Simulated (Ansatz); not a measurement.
# CH2F3OSn radical: up Jacob's ladder to CCSD(T)

An exercise on one series of results from a longer session: the logs are not shown, and one member is left open.

The runs use Ansatz 0.2.0, Gaussian basis; functionals in def2-TZVPP, the program's frozen cores in correlated methods.

Levels to be run: LDA (SPW92), PBE-D4, revPBE-D4, BLYP-D4, r2SCAN-D4, B97M-V, PBE0-D4, B3LYP-D4, r2SCANh-D4, r2SCAN0-D4, HSE06-D4, BHLYP-D4, CAM-B3LYP-D4, LC-ωPBE, ωB97X-V, ωB97M-V, B2PLYP, PBE-QIDH; CCSD(T)/def2-SVP; CCSD(T)/def2-TZVPP; CCSD(T)/def2-QZVPP; extrapolation to the limit; RPA on PBE.

### The geometry

All runs share one geometry, relaxed beforehand with PBE0-D4 in a triple-zeta def2 set. Sn takes the def2 core potential; no spin-orbit term is included.

SMILES `FC(F)(F)[O][SnH2]`, 8 atoms, charge 0, spin multiplicity 2.

Atoms are counted from 1 here; the program's logs count them from 0.

Bond lengths: F1–C2 1.333 Å, C2–F3 1.347 Å, C2–F4 1.360 Å, C2–O5 1.311 Å, O5–Sn6 2.020 Å, Sn6–H7 1.719 Å, Sn6–H8 1.722 Å. Angles: F1–C2–F3 107.0°, F1–C2–F4 106.9°, F1–C2–O5 111.4°, F3–C2–F4 105.7°, F3–C2–O5 112.8°, F4–C2–O5 112.6°, C2–O5–Sn6 122.7°, O5–Sn6–H7 98.2°, O5–Sn6–H8 104.5°, H7–Sn6–H8 114.5°.

The first run:

in.yaml

```yaml
crystal:
  periodic: [false, false, false]
  atoms:
    - {symbol: F, position_ang: [2.006324, -0.204693, -1.384552]}
    - {symbol: C, position_ang: [0.823498, -0.396571, -0.799718]}
    - {symbol: F, position_ang: [-0.070155, -0.624263, -1.781519]}
    - {symbol: F, position_ang: [0.910423, -1.561979, -0.104379]}
    - {symbol: O, position_ang: [0.495473, 0.619500, -0.039554]}
    - {symbol: Sn, position_ang: [-0.806552, 0.458108, 1.496240]}
    - {symbol: H, position_ang: [-1.159823, 2.128751, 1.695735]}
    - {symbol: H, position_ang: [-2.106988, -0.476053, 0.861947]}
basis:
  gaussian: {orbitals: def2-TZVPP}
magnetization: {spin_polarized: true, initial_magnetization: 1}
hamiltonian: {xc: lda}
output: {orbitals: {seedname: orbitals}}
```

Steps of the session up to this table: LDA; PBE-D4 (GGA); revPBE-D4 (GGA); BLYP-D4 (GGA); r2SCAN-D4 (meta-GGA); B97M-V (meta-GGA); PBE0-D4 (hybrid); B3LYP-D4 (hybrid); r2SCANh-D4 (hybrid); r2SCAN0-D4 (hybrid); HSE06-D4 (hybrid); BHLYP-D4 (hybrid); CAM-B3LYP-D4 (range-separated); LC-ωPBE (range-separated); ωB97X-V (range-separated); ωB97M-V (range-separated); B2PLYP (double hybrid); PBE-QIDH (double hybrid).

One of the session's tables, all rows but one given; the rest of the session is left out.

It belongs to the step «Orbital energies across the functionals». 

| functional | HOMO (eV) | LUMO (eV) | gap (eV) |
| --- | --- | --- | --- |
| LDA (SPW92) | -5.97 | -5.15 | 0.82 |
| PBE-D4 | -5.90 | -4.81 | 1.10 |
| revPBE-D4 | -5.87 | -4.68 | 1.19 |
| BLYP-D4 | -5.76 | -4.86 | 0.89 |
| r2SCAN-D4 | -6.31 | -4.49 | 1.82 |
| B97M-V | -6.10 | -5.04 | 1.06 |
| PBE0-D4 | -7.04 | -3.95 | 3.09 |
| B3LYP-D4 | -6.82 | -4.37 | 2.44 |
| r2SCANh-D4 | -6.73 | -4.19 | 2.54 |
| r2SCAN0-D4 | -7.35 | -3.73 | 3.61 |
| HSE06-D4 | -6.65 | -4.32 | 2.33 |
| BHLYP-D4 | -8.02 | -3.23 | 4.79 |
| CAM-B3LYP-D4 | -8.29 | -3.10 | 5.19 |
| LC-ωPBE | ? | ? | ? |
| ωB97X-V | -9.16 | -2.08 | 7.09 |
| ωB97M-V | -9.09 | -2.22 | 6.87 |

**Question.** Estimate the row for LC-ωPBE.

As computed: HOMO (eV): -9.63; LUMO (eV): -1.66; gap (eV): 7.97. In the column «HOMO (eV)» it is the lowest.
